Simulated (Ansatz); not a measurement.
**C2H8BNSn: up Jacob's ladder to CCSD(T)**

The task here is to estimate one member of a computed series from the others.

Program: Ansatz 0.2.0, Gaussian basis. Level of theory: functionals in def2-TZVPP, the program's frozen cores in correlated methods. These are calculated values, not measurements.

Plan: PBE-D4, r2SCAN-D4, PBE0-D4, B3LYP-D4, ωB97X-V, ωB97M-V, B2PLYP; CCSD(T)/def2-TZVPP; MP2/def2-QZVPP; extrapolation to the limit.

## The geometry

All runs share one geometry, relaxed beforehand with PBE0-D4 in a triple-zeta def2 set. Sn takes the def2 core potential; no spin-orbit term is included.

SMILES `B/C(N)=[CH]/[SnH3]`, 13 atoms, charge 0, spin multiplicity 1.

Atoms are counted from 1 here; the program's logs count them from 0.

Bond lengths: B1–C2 1.544 Å, B1–H6 1.193 Å, B1–H7 1.200 Å, C2–N3 1.378 Å, C2–C4 1.358 Å, N3–H8 1.005 Å, N3–H9 1.008 Å, C4–Sn5 2.120 Å, C4–H10 1.083 Å, Sn5–H11 1.706 Å, Sn5–H12 1.708 Å, Sn5–H13 1.715 Å. Angles: C2–B1–H6 119.5°, C2–B1–H7 120.6°, H6–B1–H7 119.9°, B1–C2–N3 118.8°, B1–C2–C4 116.9°, N3–C2–C4 124.3°, C2–N3–H8 116.5°, C2–N3–H9 118.7°, H8–N3–H9 114.3°, C2–C4–Sn5 126.4°, C2–C4–H10 116.3°, Sn5–C4–H10 117.3°, C4–Sn5–H11 109.9°, C4–Sn5–H12 111.6°, C4–Sn5–H13 109.3°, H11–Sn5–H12 109.0°, H11–Sn5–H13 109.2°, H12–Sn5–H13 107.8°.

The first run:

Input file in.yaml:

```yaml
crystal:
  periodic: [false, false, false]
  atoms:
    - {symbol: B, position_ang: [-0.878872, 2.127198, 0.345042]}
    - {symbol: C, position_ang: [-0.368599, 0.671282, 0.393501]}
    - {symbol: N, position_ang: [-0.117181, 0.096521, 1.619982]}
    - {symbol: C, position_ang: [-0.159798, 0.054153, -0.797978]}
    - {symbol: Sn, position_ang: [0.728100, -1.848870, -1.089899]}
    - {symbol: H, position_ang: [-1.265383, 2.580506, -0.688748]}
    - {symbol: H, position_ang: [-0.862969, 2.812653, 1.330097]}
    - {symbol: H, position_ang: [-0.013539, 0.724619, 2.397302]}
    - {symbol: H, position_ang: [0.479079, -0.715557, 1.661090]}
    - {symbol: H, position_ang: [-0.471978, 0.598189, -1.681371]}
    - {symbol: H, position_ang: [1.705894, -1.825234, -2.487406]}
    - {symbol: H, position_ang: [-0.451425, -3.073309, -1.257815]}
    - {symbol: H, position_ang: [1.696972, -2.236750, 0.271004]}
basis:
  gaussian: {orbitals: def2-TZVPP}
hamiltonian: {xc: pbe, dispersion: d4}
output: {forces: true, orbitals: {seedname: orbitals}}
```

Command:

```
$ ansatz run in.yaml --threads 2 --pin off --events-out ev --progress --plain --max-ram 32768MiB --backend cuda --devices 0, --max-vram 18GiB
```

Among the steps run: PBE-D4 (GGA); r2SCAN-D4 (meta-GGA); PBE0-D4 (hybrid); B3LYP-D4 (hybrid); ωB97X-V (range-separated); ωB97M-V (range-separated); B2PLYP (double hybrid); CCSD(T) in def2-TZVPP; MP2 in def2-QZVPP.

One of the session's tables, all rows but one given; the rest of the session is left out.

It belongs to the step «Atomisation energies». 

| method | atoms, summed (eV) | atomisation energy (eV) |
| --- | --- | --- |
| PBE-D4 | -10149.315 | 46.779 |
| r2SCAN-D4 | -10155.661 | 45.942 |
| PBE0-D4 | -10150.931 | 46.020 |
| B3LYP-D4 | -10158.869 | 46.059 |
| ωB97X-V | -10154.247 | 46.076 |
| ωB97M-V | -10152.410 | 46.002 |
| B2PLYP | -10146.943 | 45.395 |
| HF/def2-TZVPP | -10113.341 | 32.996 |
| MP2/def2-TZVPP | ? | ? |
| CCSD/def2-TZVPP | -10129.935 | 43.985 |
| CCSD(T)/def2-TZVPP | -10130.306 | 44.714 |
| MP2/CBS | -10139.054 | 46.117 |
| CCSD(T)/CBS | -10141.455 | 45.864 |

Estimate the missing values for MP2/def2-TZVPP.

The run gave: atoms, summed (eV): -10127.905; atomisation energy (eV): 44.966. In the column «atoms, summed (eV)» it lies between CCSD/def2-TZVPP (-10129.935) and HF/def2-TZVPP (-10113.341).
